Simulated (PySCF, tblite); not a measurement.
# C2H7BF2Si2: geometry, infrared bands and NMR shifts

Aim: predict the infrared bands and NMR shifts of C2H7BF2Si2 (`FB(F)/C([SiH3])=C\[SiH3]`).

The runs use tblite 0.8.0 and PySCF 2.14.0, with density-fitted response routines of our own; the level of theory stands in each step. All values are computed, except where a source is named. Atoms count from 0, in the outputs and in this text.

## 1. The molecule as given

14 atoms, charge 0, multiplicity 1; geometry from: force field or distance geometry start.

Bonds of the start (Å): F0–B1 1.45, B1–F2 1.43, B1–C3 1.58, C3–Si4 1.86, C3–C5 1.35, C5–Si6 1.86, Si4–H7 1.47, Si4–H8 1.47, Si4–H9 1.47, C5–H10 1.09, Si6–H11 1.47, Si6–H12 1.46, Si6–H13 1.47.

## 2. Geometry optimisation with GFN2-xTB

What the job is given:

```
{"job": {"kind": "relax", "xc": "GFN2-xTB", "basis": "xTB"}, "charge": 0, "multiplicity": 1}
F      1.100600     2.251900     0.132300
B     -0.240500     1.694400     0.054800
F     -1.353000     2.592500     0.057400
C     -0.484200     0.132600     0.005800
Si    -2.251100    -0.433600    -0.063800
C      0.478200    -0.816500    -0.019200
Si     2.315800    -0.508300     0.025200
H     -3.074600     0.418400     0.803500
H     -2.721300    -0.326600    -1.456800
H     -2.364700    -1.829900     0.380100
H      0.200100    -1.865600    -0.072500
H      3.019900    -1.802000    -0.017900
H      2.702900     0.303600    -1.121200
H      2.671100     0.188600     1.270200
```

Command:

```sh
OMP_NUM_THREADS=1 python probes_run.py task.json out
```

The driver reads the jobs from task.json and runs them one after another.

**Question.** This job is followed by: GFN2-xTB harmonic vibrations, gas phase; GIAO PBE0/pcSseg-1 NMR shielding, non-relativistic, gas phase. What will the session give for the following? strongest single infrared mode (GFN2-xTB); zero-point energy (GFN2-xTB); 13C shifts against TMS (PBE0/pcSseg-1); 1H shifts against TMS (PBE0/pcSseg-1, means over atoms taken as alike); 19F shifts against CFCl3 (PBE0/pcSseg-1, means over atoms taken as alike); 11B shifts against BF3·OEt2 (PBE0/pcSseg-1); 29Si shifts against TMS (PBE0/pcSseg-1).

**Answer**, as computed:

| quantity | value |
| --- | --- |
| strongest single infrared mode (GFN2-xTB) | 781 cm⁻¹, 547 km/mol |
| zero-point energy (GFN2-xTB) | 49.2 kcal/mol |
| 13C shifts against TMS (PBE0/pcSseg-1) | 189.6, 157.0 ppm |
| 1H shifts against TMS (PBE0/pcSseg-1, means over atoms taken as alike) | 8.82, 4.34, 4.22 ppm |
| 19F shifts against CFCl3 (PBE0/pcSseg-1, means over atoms taken as alike) | -81.9 ppm |
| 11B shifts against BF3·OEt2 (PBE0/pcSseg-1) | 22.5 ppm |
| 29Si shifts against TMS (PBE0/pcSseg-1) | -59.5, -82.3 ppm |

**Reading.** Relaxing lowered the energy by 0.603 eV in 84 steps; the close pair that moved most is F0–B1, from 1.454 to 1.325 Å. All 36 modes are real, so the xTB geometry is a minimum. GFN2-xTB is a fitted tight-binding method: band positions and strengths are rough. Its intensities can rank the bands wrongly. At PBE0/pcSseg-1: The largest span, 308 ppm, is at C5, where the paramagnetic term is -261 ppm.
